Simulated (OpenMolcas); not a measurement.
# One shape, several levels: CH2FNOSi (SMILES O=C=N[SiH2]F)

Wanted: a comparison of 6 runs (HF/STO-3G, B3LYP/6-31G*, BLYP/cc-pVDZ, M06-2X/cc-pVDZ, revPBE/cc-pVDZ, MP2/cc-pVDZ) of CH2FNOSi. 

Program for the calculation: OpenMolcas 26.06.

1 further run of the same task is left out (set aside as unsound or not needed).

## 1. Starting point

The species is CH2FNOSi (7 atoms), meant as a singlet with charge 0. SMILES: `O=C=N[SiH2]F`. The O1–C2 distance was set to 1.742 Å, away from the relaxed value.

Bond lengths: C2–N3 1.195 Å, N3–Si4 1.694 Å, Si4–F5 1.591 Å, Si4–H6 1.475 Å, Si4–H7 1.475 Å. Angles: C2–N3–Si4 166.0°, N3–Si4–F5 109.2°, N3–Si4–H6 109.0°, N3–Si4–H7 109.0°, F5–Si4–H6 108.2°, F5–Si4–H7 108.2°, H6–Si4–H7 113.2°. A long bond or contact: O1–C2 1.742 Å.

## 2. A single-point energy at HF/STO-3G (run 1)

mol.input reads:

```
&GATEWAY
BASLIB
$CurrDir
COORD
7
bohr
O     -1.33651447    -6.52629011    -1.32272136
C     -0.57995695    -3.43344340    -0.48395886
N     -0.03590480    -1.33452459     0.14380816
Si     0.40081091     1.82982181     0.35696926
F     -0.79406292     3.15773235    -2.06169120
H     -0.92653272     2.77846432     2.61689274
H      3.13562256     2.36896067     0.38493721
BASIS
STO-3G
GROUP
NoSym
&SEWARD
&SCF
THRESHOLDS
1e-10 1e-07 1e-07 1e-05
PRORBITALS
1 1
```

The basis set STO-3G is read from a file made from the Basis Set Exchange's data (not shown).

Launch:

```sh
$ export MOLCAS_MEM=1860
$ pymolcas mol.input > mol.log
```

The program printed:

```text
--- Start Module: gateway ---
[...]
--- Stop Module: gateway /rc=_RC_ALL_IS_WELL_ ---
--- Start Module: seward ---
[...]
      Basis functions           31
--- Stop Module: seward /rc=_RC_ALL_IS_WELL_ ---
--- Start Module: scf ---
[...]
       Convergence after  19 Iterations
[...]
::    Total SCF energy                               -549.6660153915
[...]
      Total spin, S                                     0.0000000000
[...]
      Total electronic charge=   46.000000
      Total            charge=   -0.000000
[...]
      Dipole Moment (debye):
      Origin of the operator (angstrom)=   -0.1773   -0.2786   -0.2972
                   X=  1.2927E+00               Y=  4.1284E+00               Z=  1.6165E+00           Total=  4.6182E+00
      Quadrupole Moment (debye*angstrom):
[...]
--- Stop Module: scf /rc=_RC_ALL_IS_WELL_ ---
[...]
```

Run time: 1.9 s. Hardware: 1 thread of Arm Neoverse V1, shared host; peak memory 0.37 GiB.

## 3. A single-point energy at B3LYP/6-31G(d) (Cartesian functions) (run 2)

run.input reads:

```
* CH2FNOSi Kohn-Sham DFT

&GATEWAY
  BASLIB
  $CurrDir
  COORD
  7
  angstrom
  O       -0.707253      -3.453564      -0.699954
  C       -0.306900      -1.816900      -0.256100
  N       -0.019000      -0.706200       0.076100
  Si       0.212100       0.968300       0.188900
  F       -0.420200       1.671000      -1.091000
  H       -0.490300       1.470300       1.384800
  H        1.659300       1.253600       0.203700
  BASIS
  6-31Gs
  GROUP
  NoSym

&SEWARD
  GRIDINPUT
  Grid=UltraFine
  End of Grid

&SCF
  KSDFT
  B3LYP
  THRESHOLDS
  1e-10 1e-07 1e-07 1e-05
  PRORBITALS
  1
```

The basis set 6-31G* is read from a file made from the Basis Set Exchange's data (not shown).

Launch:

```sh
$ export MOLCAS_MEM=1860
$ pymolcas run.input > run.log
```

The program printed:

```text
--- Start Module: gateway ---
[...]
--- Stop Module: gateway /rc=_RC_ALL_IS_WELL_ ---
--- Start Module: seward ---
[...]
      Basis functions           83
--- Stop Module: seward /rc=_RC_ALL_IS_WELL_ ---
[...]
--- Start Module: scf ---
[...]
       Convergence after  17 Iterations
[...]
::    Total KS-DFT energy                            -558.5340982114
[...]
      Total spin, S                                     0.0000000000
[...]
      Total electronic charge=   46.000000
      Total            charge=   -0.000000
[...]
      Dipole Moment (debye):
      Origin of the operator (angstrom)=   -0.1773   -0.2786   -0.2972
                   X=  1.4079E+00               Y=  3.9408E+00               Z=  1.8659E+00           Total=  4.5819E+00
      Quadrupole Moment (debye*angstrom):
[...]
--- Stop Module: scf /rc=_RC_ALL_IS_WELL_ ---
[...]
```

Wall time 23 s (1 thread of Arm Neoverse V1, shared host); peak memory 0.46 GiB.

Runs 3 to 4 aren't shown in full; the table further down has their settings and results.

## 4. A single-point energy at revPBE/cc-pVDZ (run 5)

mol.input reads:

```
&GATEWAY
  BasLib=$CurrDir
  BasisSet
  O.cc-pVDZ....
  O1 -0.707253 -3.453564 -0.699954 angstrom
  End of Basis
  BasisSet
  C.cc-pVDZ....
  C2 -0.306900 -1.816900 -0.256100 angstrom
  End of Basis
  BasisSet
  N.cc-pVDZ....
  N3 -0.019000 -0.706200 0.076100 angstrom
  End of Basis
  BasisSet
  Si.cc-pVDZ....
  Si4 0.212100 0.968300 0.188900 angstrom
  End of Basis
  BasisSet
  F.cc-pVDZ....
  F5 -0.420200 1.671000 -1.091000 angstrom
  End of Basis
  BasisSet
  H.cc-pVDZ....
  H6 -0.490300 1.470300 1.384800 angstrom
  H7 1.659300 1.253600 0.203700 angstrom
  End of Basis

&SEWARD
  GridInput
  Grid=UltraFine
  End of Grid

&SCF
  KSDFT=revPBE
  Thresholds=1e-10 1e-07 1e-07 1e-05
  PrOrbitals=1 1
```

The basis set cc-pVDZ is read from a file made from the Basis Set Exchange's data (not shown).

Launch:

```sh
$ export MOLCAS_MEM=1860
$ pymolcas mol.input > mol.log
```

The program printed:

```text
--- Start Module: gateway ---
[...]
--- Stop Module: gateway /rc=_RC_ALL_IS_WELL_ ---
--- Start Module: seward ---
[...]
      Basis functions           84
--- Stop Module: seward /rc=_RC_ALL_IS_WELL_ ---
[...]
--- Start Module: scf ---
[...]
       Convergence after  21 Iterations
[...]
::    Total KS-DFT energy                            -558.4060030711
[...]
      Total spin, S                                     0.0000000000
[...]
      Total electronic charge=   46.000000
      Total            charge=   -0.000000
[...]
      Dipole Moment (debye):
      Origin of the operator (angstrom)=   -0.1773   -0.2786   -0.2972
                   X=  1.3034E+00               Y=  3.6213E+00               Z=  1.7327E+00           Total=  4.2208E+00
      Quadrupole Moment (debye*angstrom):
[...]
--- Stop Module: scf /rc=_RC_ALL_IS_WELL_ ---
[...]
```

Wall time 31 s (1 thread of Arm Neoverse V1, shared host); peak memory 0.47 GiB.

## 5. A single-point energy at MP2/cc-pVDZ (run 6)

test.input reads:

```
* CH2FNOSi MP2
>>> EXPORT MOLCAS_PRINT=2

&gateway
  baslib=$CurrDir
  coord
  7
  angstrom
  O       -0.707253      -3.453564      -0.699954
  C       -0.306900      -1.816900      -0.256100
  N       -0.019000      -0.706200       0.076100
  Si       0.212100       0.968300       0.188900
  F       -0.420200       1.671000      -1.091000
  H       -0.490300       1.470300       1.384800
  H        1.659300       1.253600       0.203700
  basis=cc-pVDZ
  group=NoSym

&seward

&scf
  thresholds=1e-10 1e-07 1e-07 1e-05
  prorbitals=0

&mbpt2
  frozen=9
```

The basis set cc-pVDZ is read from a file made from the Basis Set Exchange's data (not shown).

Launch:

```sh
$ export MOLCAS_MEM=1860
$ pymolcas test.input > test.log
```

The program printed:

```text
--- Start Module: gateway ---
[...]
--- Stop Module: gateway /rc=_RC_ALL_IS_WELL_ ---
[...]
      Basis functions           84
[...]
--- Start Module: scf ---
[...]
       Convergence after  18 Iterations
[...]
::    Total SCF energy                               -556.6450613285
[...]
      Total spin, S                                     0.0000000000
[...]
      Total electronic charge=   46.000000
      Total            charge=   -0.000000
[...]
      Dipole Moment (debye):
      Origin of the operator (angstrom)=   -0.1773   -0.2786   -0.2972
                   X=  1.5437E+00               Y=  3.7875E+00               Z=  2.1408E+00           Total=  4.6164E+00
      Quadrupole Moment (debye*angstrom):
[...]
--- Stop Module: scf /rc=_RC_ALL_IS_WELL_ ---
[...]
--- Start Module: mbpt2 ---
[...]
WARNING!
Default frozen orbitals as non valence orbitals is overwritten by user input.
Default values:   6
[...]
       Reference weight ( Cref**2 )         =        0.81392
::    Total MBPT2 energy                             -557.3659748947
[...]
      Total MBPT2 calculations                           0.25      0.29
--- Stop Module: mbpt2 /rc=_RC_ALL_IS_WELL_ ---
[...]
```

It took 6.9 s on 1 thread of Arm Neoverse V1, shared host; peak memory 0.46 GiB.

## 6. The series

```
run                               level  Cartesian functions  integration grid  energy (Eh)  dipole moment (D) of the reference  HOMO energy (eV)  LUMO energy (eV)  wall time
  1                           HF/STO-3G                   no                 –  -549.666015                                4.62             -7.49              7.75      1.9 s
  2  B3LYP/6-31G* (Cartesian functions)                  yes         UltraFine  -558.534098                                4.58             -7.38             -1.96       23 s
  3                        BLYP/cc-pVDZ                   no         UltraFine  -558.507363                                4.19             -5.93             -2.95       35 s
  4                      M06-2X/cc-pVDZ                   no         UltraFine  -558.414881                                5.00             -9.26             -0.75       41 s
  5                      revPBE/cc-pVDZ                   no         UltraFine  -558.406003                                4.22             -6.05             -3.05       31 s
  6                         MP2/cc-pVDZ                   no                 –  -557.365975                                4.62            -12.64              2.29      6.9 s
```

## 7. Results

| quantity | value |
| --- | --- |
| run 6: total energy | -557.36597 Eh |
| run 6: dipole moment (mean-field density) | 4.62 D |
| run 6: HOMO energy (Hartree–Fock orbitals) | -12.64 eV |
| run 6: LUMO energy (Hartree–Fock orbitals) | 2.29 eV |
| run 6: HOMO–LUMO gap (Hartree–Fock orbitals) | 14.94 eV |
| run 6: correlation energy (9 core orbitals frozen) | -720.9 mEh |

What this shows: Over runs 1, 2, 3, 4, 5 the dipole moment (its size) runs from 4.19 D (BLYP/cc-pVDZ) to 5.00 D (M06-2X/cc-pVDZ). Over runs 1, 2, 3, 4, 5 the HOMO–LUMO gap runs from 2.98 eV (BLYP/cc-pVDZ) to 15.24 eV (HF/STO-3G). The two ends differ in method and basis. Totals of different functionals can't be ranked against each other. In run 1 the basis is minimal, so the values are rough. All runs together took 2.3 min, the longest 41 s.
